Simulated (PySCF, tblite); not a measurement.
# C6H11FO2Si: geometry, infrared bands and NMR shifts

Aim: predict the infrared bands and NMR shifts of C6H11FO2Si (`C/C(=C/F)[C@H]1CCO[SiH2]O1`).

Programs: tblite 0.8.0 and PySCF 2.14.0, with density-fitted response routines of our own. Each step states its level of theory. These are calculated values for one molecule in the gas phase, unless marked as measured. Atoms are numbered from 0 throughout.

## 1. The starting structure

21 atoms, charge 0, multiplicity 1; geometry from: force field or distance geometry start.

Bonds of the start (Å): C0–C1 1.51, C1–C2 1.34, C2–F3 1.39, C1–C4 1.47, C4–C5 1.53, C5–C6 1.53, C6–O7 1.40, O7–Si8 1.71, Si8–O9 1.71, O9–C4 1.39, C0–H10 1.11, C0–H11 1.13, C0–H12 1.10, C2–H13 1.08, C4–H14 1.12, C5–H15 1.12, C5–H16 1.09, C6–H17 1.12, C6–H18 1.08, Si8–H19 1.47, Si8–H20 1.48.

## 2. Relaxing the molecule with GFN2-xTB

Job settings and geometry (Å):

```
{"job": {"kind": "relax", "xc": "GFN2-xTB", "basis": "xTB"}, "charge": 0, "multiplicity": 1}
C      2.429700    -0.701900     0.368600
C      1.478900     0.384100    -0.077800
C      1.977300     1.501200    -0.613300
F      1.105600     2.507100    -1.028900
C      0.024400     0.221600     0.103200
C     -0.518800    -0.989400    -0.667100
C     -1.985200    -0.622000    -0.905400
O     -2.707700    -0.787500     0.284400
Si    -2.065100     0.319600     1.419200
O     -0.371800     0.084400     1.430600
H      3.405000    -0.212300     0.558600
H      2.082700    -1.116300     1.364100
H      2.477800    -1.523400    -0.359100
H      3.040500     1.659400    -0.758200
H     -0.531800     1.105800    -0.305600
H     -0.533900    -1.885400    -0.000300
H      0.035500    -1.139500    -1.591800
H     -1.986600     0.484200    -1.081200
H     -2.419200    -1.111600    -1.766600
H     -2.653900     0.163300     2.754600
H     -2.292500     1.675500     0.871300
```

Command:

```sh
OMP_NUM_THREADS=1 python probes_run.py task.json out
```

This one command runs all jobs of the session in turn.

**Question.** This job is followed by: GFN2-xTB harmonic vibrations, gas phase; GIAO PBE0/pcSseg-1 NMR shielding, non-relativistic, gas phase. What will the session give for the following? strongest single infrared mode (GFN2-xTB); zero-point energy (GFN2-xTB); ¹³C shifts against TMS (PBE0/pcSseg-1); ¹H shifts against TMS (PBE0/pcSseg-1, means over atoms taken as alike); ¹⁹F shifts against CFCl3 (PBE0/pcSseg-1); ¹⁷O shifts against H2O (PBE0/pcSseg-1); ²⁹Si shifts against TMS (PBE0/pcSseg-1); surface potential, 1st and 99th percentile.

As calculated:

```
                                                              quantity                                                     value
                             strongest single infrared mode (GFN2-xTB)                                     2286 cm⁻¹, 373 km/mol
                                          zero-point energy (GFN2-xTB)                                            100.4 kcal/mol
                                ¹³C shifts against TMS (PBE0/pcSseg-1)                  150.2, 132.2, 72.7, 66.8, 41.2, 13.0 ppm
¹H shifts against TMS (PBE0/pcSseg-1, means over atoms taken as alike)  6.61, 5.39, 5.15, 5.03, 4.49, 4.42, 2.06, 1.82, 1.40 ppm
                              ¹⁹F shifts against CFCl3 (PBE0/pcSseg-1)                                                -136.0 ppm
                                ¹⁷O shifts against H2O (PBE0/pcSseg-1)                                            46.4, 33.1 ppm
                               ²⁹Si shifts against TMS (PBE0/pcSseg-1)                                                 -31.4 ppm
                                 surface potential, 1st and 99th percentile                                        -1.19 V and 1.20 V
```

**Reading.** Over 200 steps the energy fell by 1.228 eV; of the close pairs, Si8–O9 changed most, 1.710 to 1.629 Å. All 57 modes are real, so the xTB geometry is a minimum. The strongest single mode, at 2286 cm⁻¹, moves mainly H20. GFN2-xTB is a fitted tight-binding method: band positions and strengths are rough. Its intensities can rank the bands wrongly. The most deshielded hydrogen is H13 (hydrogen on an alkene CH), at 6.61 ppm: olefinic region.
